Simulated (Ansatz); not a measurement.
# CuCO+ (singlet): the correlation ladder, def2-SVP

Aim: climb from Hartree-Fock through coupled cluster for CuCO+ (singlet) at one geometry and basis, and see what each rung misses.

Computed with Ansatz 0.2.0, Gaussian basis. Level: def2-SVP, core rule «outside noble gas», up to 11 orbitals frozen.

To be run: UHF; CCSD(T) on RHF; CISD; CCSDT(Q) on RHF.

13 further runs of the same task are left out: 9 for a known fault of the program, 4 set aside as unsound or not needed.

### 1 What is computed

The geometry is a PBE0/def2-TZVP stationary point (not a proven minimum) of the parent state, kept for this charge and spin.

3 atoms, charge 1, spin multiplicity 1.

Atoms are counted from 1 here; the program's logs count them from 0.

Bond lengths: Cu1–C2 1.922 Å, C2–O3 1.125 Å. Angles: Cu1–C2–O3 180.0°.

### 2 UHF

The input, in.yaml:

```yaml
crystal:
  periodic: [false, false, false]
  atoms:
    - {symbol: Cu, position_ang: [0.000000, 0.000000, 1.656000]}
    - {symbol: C, position_ang: [0.000000, 0.000000, -0.265600]}
    - {symbol: O, position_ang: [0.000000, 0.000000, -1.390400]}
basis:
  gaussian: {orbitals: def2-SVP}
total_charge: 1
magnetization: {spin_polarized: true, initial_magnetization: 0}
hamiltonian: {xc: hf}
output: {orbitals: {seedname: orbitals}}
```

The run is started by

```bash
ansatz run in.yaml --threads 1 --pin off --events-out ev --progress --plain --max-ram 3968MiB --backend cpu
```

The runs that follow: CCSD(T) on RHF; CISD; CCSDT(Q) on RHF.

Q: Predict the results of all the runs planned. Wanted: RCCSDT(Q) below the RHF energy; RMP2 from RCCSDT(Q); RCCSD from RCCSDT(Q); RCCSD(T) from RCCSDT(Q); T1 diagnostic.

**Answer**, as computed:

```
                         quantity             value
   RCCSDT(Q) below the RHF energy       -15.7173 eV
              RMP2 from RCCSDT(Q)        -264.9 meV
             RCCSD from RCCSDT(Q)        +631.4 meV
          RCCSD(T) from RCCSDT(Q)         -21.6 meV
levels within 1 kcal/mol (43 meV)  RCCSD(T), RCCSDT
                    T1 diagnostic             0.023
```

RCCSD(T) misses by -21.6 meV, 0.1 % of the correlation energy. These misses are within one basis, not against nature.
